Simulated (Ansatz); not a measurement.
# SiSCl3 radical: up Jacob's ladder to CCSD(T)

Aim: compute SiSCl3 radical with functionals from several rungs and with coupled cluster, and see how far each lands from CCSD(T) at the basis-set limit for the atomisation energy.

Program: Ansatz 0.2.0, Gaussian basis. Level of theory: functionals in def2-TZVPP, the program's frozen cores in correlated methods. These are calculated values, not measurements.

The runs, in order: LDA (SPW92), PBE-D4, revPBE-D4, BLYP-D4, r2SCAN-D4, B97M-V, PBE0-D4, B3LYP-D4, r2SCANh-D4, r2SCAN0-D4, HSE06-D4, BHLYP-D4, CAM-B3LYP-D4, LC-ωPBE, ωB97X-V, ωB97M-V, B2PLYP, PBE-QIDH; CCSD(T)/def2-SVP; CCSD(T)/def2-TZVPP; MP2/def2-QZVPP; extrapolation to the limit; RPA on PBE.

## (1) Structure used throughout

All runs share one geometry, relaxed beforehand with PBE0-D4 in a triple-zeta def2 set.

5 atoms, charge 0, spin multiplicity 2.

Atoms are counted from 1 here; the program's logs count them from 0.

Bond lengths: S1–Si2 2.097 Å, Si2–Cl3 2.032 Å, Si2–Cl4 2.029 Å, Si2–Cl5 2.029 Å. Angles: S1–Si2–Cl3 104.2°, S1–Si2–Cl4 112.6°, S1–Si2–Cl5 112.6°, Cl3–Si2–Cl4 110.0°, Cl3–Si2–Cl5 110.0°, Cl4–Si2–Cl5 107.4°.

## (2) LDA

This LDA is Slater exchange with PW92 correlation.

Input file in.yaml:

```yaml
crystal:
  periodic: [false, false, false]
  atoms:
    - {symbol: S, position_ang: [-0.957708, -0.126041, 1.840653]}
    - {symbol: Si, position_ang: [-0.006642, 0.003745, -0.023666]}
    - {symbol: Cl, position_ang: [1.606381, -1.219432, 0.152065]}
    - {symbol: Cl, position_ang: [-1.189584, -0.622665, -1.548791]}
    - {symbol: Cl, position_ang: [0.597453, 1.890794, -0.461662]}
basis:
  gaussian: {orbitals: def2-TZVPP}
magnetization: {spin_polarized: true, initial_magnetization: 1}
hamiltonian: {xc: lda}
output: {orbitals: {seedname: orbitals}}
```

The runs that follow: PBE-D4 (GGA); revPBE-D4 (GGA); BLYP-D4 (GGA); r2SCAN-D4 (meta-GGA); B97M-V (meta-GGA); PBE0-D4 (hybrid); B3LYP-D4 (hybrid); r2SCANh-D4 (hybrid); r2SCAN0-D4 (hybrid); HSE06-D4 (hybrid); BHLYP-D4 (hybrid); CAM-B3LYP-D4 (range-separated); LC-ωPBE-D4 (range-separated); ωB97X-V (range-separated); ωB97M-V (range-separated); B2PLYP (double hybrid); PBE-QIDH (double hybrid); CCSD(T) in def2-SVP; CCSD(T) in def2-TZVPP; MP2 in def2-QZVPP; RPA on PBE orbitals.

**Question.** What will the summary of the whole plan be? Wanted: atomisation energy, CCSD(T)/CBS; farthest beyond LDA; mean size of error, GGA; mean size of error, meta-GGA; mean size of error, hybrid; mean size of error, range-separated; mean size of error, double hybrid; gap, smallest and largest; T1 diagnostic.

The runs gave:

| quantity | value |
| --- | --- |
| atomisation energy, CCSD(T)/CBS | 15.601 eV |
| functionals within 0.078 eV (0.5 %) | revPBE-D4, r2SCAN0-D4 |
| farthest beyond LDA | BHLYP-D4 (-0.699 eV) |
| mean size of error, GGA | 0.298 eV |
| mean size of error, meta-GGA | 0.450 eV |
| mean size of error, hybrid | 0.283 eV |
| mean size of error, range-separated | 0.269 eV |
| mean size of error, double hybrid | 0.305 eV |
| gap, smallest and largest | 0.05 eV (LDA (SPW92)), 8.18 eV (LC-ωPBE) |
| T1 diagnostic | 0.0112 |
| triples share of the correlation energy | 4.4 % |

What this shows: The LDA atomisation energy is off by 2.641 eV (17 %): it overbinds. PBE-D4 misses by +0.484 eV. Double hybrids carry the basis error of their MP2 part in triple zeta, and no dispersion term here, so their miss is partly the set-up's. By mean error the best rung here is range-separated (0.269 eV) and the worst beyond LDA is meta-GGA (0.450 eV). The gap between the best rungs is small, so their order is not settled. RPA and LDA stand outside this count. The reference freezes the cores and leaves out relativity and excitations past (T), so misses under about 0.078 eV can't be ranked. Hartree-Fock recovers 72 % of the binding; the rest is correlation. CCSD(T) in def2-SVP is off by -1.965 eV, more than most functionals: a good method in a small basis is no reference. Orbital gaps span 0.0 to 8.2 eV; exact exchange widens them.
